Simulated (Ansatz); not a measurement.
This script makes a test of the smearing width of Ni, space group P6_3/mmc with Ansatz 0.2.0, Python API.

The script, `run_smear.py`:
```python
"""How the energy of Ni depends on the smearing."""

from dataclasses import dataclass

import ansatz as az
from pymatgen.core import Lattice, Structure
from pymatgen.io.ase import AseAtomsAdaptor


@dataclass(frozen=True)
class RunConfig:
    functional: str = "PBEsol"
    ecut: int = 510
    mesh: tuple[int, ...] = (14, 14, 8)


cfg = RunConfig()

pmg_structure = Structure(
    Lattice([(2.448023, 0.0, 0.0), (-1.224011, 2.12005, 0.0), (0.0, 0.0, 4.072808)]),
    ["Ni", "Ni"],
    [
        (1 / 3, 2 / 3, 0.25),
        (2 / 3, 1 / 3, 0.75),
    ],
)
xtal = az.Crystal.from_ase(AseAtomsAdaptor.get_atoms(pmg_structure)).moments(Ni=1.5)

model = (
    xtal.calculation()
    .functional(cfg.functional)
    .basis(cfg.ecut)
    .kpoints(*cfg.mesh, center="gamma")
    .spin("collinear")
    .stress()
)

rows = []
for value in [0.25, 0.15, 0.1, 0.05, 0.025]:
    r = model.occupations("gaussian", width=value).run().report
    rows.append((value, r["free_energy_ev"] / len(r["lattice"]["sites"]), r["n_iterations"], sum(r["stress_gpa"][i][i] for i in range(3)) / 3, r["magnetization_mub"], r["n_kpoints"]))

print("  width (eV)   F/atom (eV)    iterations       P (GPa)  moment (muB)      k-points")
for row in rows:
    print(f"{str(row[0]):>12s}  {row[1]:12.5f}  {row[2]:12d}  {row[3]:12.3f}  {row[4]:12.3f}  {row[5]:12d}")

# the last row is the reference
for row in rows[:-1]:
    shift = 1000 * (row[1] - rows[-1][1])
    print(f"{row[0]}: {shift:+.2f} meV/atom" + ("  (within 1 meV)" if abs(shift) < 1 else ""))
```

How much does the free energy per atom change between the narrowest and the widest smearing, and why?

Going from 0.025 to 0.25 eV changes F by -33.0 meV an atom. With this scheme F falls roughly as the square of the width; the report's estimate for zero width (energy_sigma0_ev) moves by only -3.0 meV. The pressure moves from -3.23 to -2.83 GPa.

What the script printed:

Output of `python run_smear.py`:
```text
  width (eV)   F/atom (eV)    iterations       P (GPa)  moment (muB)      k-points
        0.25   -5804.97495            11        -2.832         1.249           120
        0.15   -5804.95443            11        -3.164         1.260           120
         0.1   -5804.94752            11        -3.260         1.278           120
        0.05   -5804.94317            12        -3.270         1.304           120
       0.025   -5804.94200            13        -3.234         1.323           120
0.25: -32.96 meV/atom
0.15: -12.43 meV/atom
0.1: -5.53 meV/atom
0.05: -1.18 meV/atom
```

Caveats:
- Other magnetic orders than the one started from may lie lower.
- The overall sign of a collinear moment is arbitrary, and semilocal functionals can give small moments to compounds that are paramagnetic.
- The free energy holds a sizeable smearing term, which stands for no physical temperature.
- The narrowest width needs the finest mesh, so the last row is no converged reference.
- Pressure is positive in compression.
- This isn't the structure that Ni takes at ambient conditions.
- It ran for 59 s on 1 thread of Arm Neoverse V2, on a shared host, peak memory 0.53 GiB.
